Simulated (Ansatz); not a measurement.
Task: a Delta-SCF excitation of P, space group Imma, with Ansatz's Python interface. Give the script and its output. Settings (first run): LDA, PAW, cutoff 435 eV, 1×1×1 k-points, Fermi-Dirac smearing of 0.01 eV.

```
P
1.0
    -1.69151    2.51517    1.85894
     1.69151   -2.51517    1.85894
     1.69151    2.51517   -1.85894
P
2
Direct
  0.80331 0.05331 0.75000
  0.19669 0.94669 0.25000
```

`dscf_p.py`:
```python
"""Delta-SCF excitation at one k-point of P."""

import warnings

import ansatz as az
from pymatgen.core import Lattice, Structure
from pymatgen.io.ase import AseAtomsAdaptor

warnings.simplefilter("ignore", az.DeckWarning)

pmg_structure = Structure(
    Lattice([[-1.69151, 2.515165, 1.858944], [1.69151, -2.515165, 1.858944], [1.69151, 2.515165, -1.858944]]),
    ["P", "P"],
    [
        [0.803309, 0.053309, 0.75],
        [0.196691, 0.946691, 0.25],
    ],
)
material = az.Crystal.from_ase(AseAtomsAdaptor.get_atoms(pmg_structure))

ground = (
    material.calculation()
    .functional("LDA")
    .basis(16 * az.Ha)
    .accuracy("low")
    .initial_density(normalization="cell")
    .kpoints(1, 1, 1)
    .occupations("fermi_dirac", width=0.01)
    .scf(extra_bands=4)
    .band_table()
)
excited = ground.excitation(hole_k=0, hole_band="v1", hole_track="overlap", particle_k=0, particle_band="c1", particle_track="overlap")
low, high = ground.run(threads=1).report, excited.run(threads=1).report
share = low["kweights"][0]
top = round(low["n_electrons"] / 2)
print("Kohn-Sham gap at the first k-point:", round(low["eigenvalues_ev"][0][top] - low["eigenvalues_ev"][0][top - 1], 3), "eV")
print("energy difference per cell:", round(high["lagrangian_ev"] - low["lagrangian_ev"], 4), "eV; weight of the point", round(share, 4))
print("per electron moved:", round((high["lagrangian_ev"] - low["lagrangian_ev"]) / share, 3), "eV")
```

```console
$ python dscf_p.py
RunWarning: ΔSCF hole (k=0): cluster selection [1, 2, 3, 4], counted from 0, overshoots the anchor rank 1 — it holds more bands than the level has, and the excitation is spread over them until it fits. The followed level could not be told apart from these bands; if that still stands when the run converges, tighten [...]
Kohn-Sham gap at the first k-point: 3.258 eV
energy difference per cell: 3.5887 eV; weight of the point 1.0
per electron moved: 3.589 eV
```
(Warnings from the package without file and line, shortened, repeats left out.)

Notes:
- These settings explore the input space; cutoff and mesh may be short of convergence.
- Semilocal gaps usually lie well under measured ones.
- The computed bands are complete only to about 4.4 eV above the Fermi level.
- Energy and stress may still move on a finer k-point mesh.
- This isn't the structure that P takes at ambient conditions.
- Gaps and levels are Kohn-Sham values on a finite set of k-points.
- One k-point of a small cell stands for a dense array of excitations, so this isn't the optical gap of the solid.
- The script silences the warnings on its input, which a real study should read.
- Run time: 1.2 s on 1 thread of Arm Neoverse V2, on a shared host, peak memory 0.35 GiB.

(Lines on the test bed's own set-up are left out of the output.)
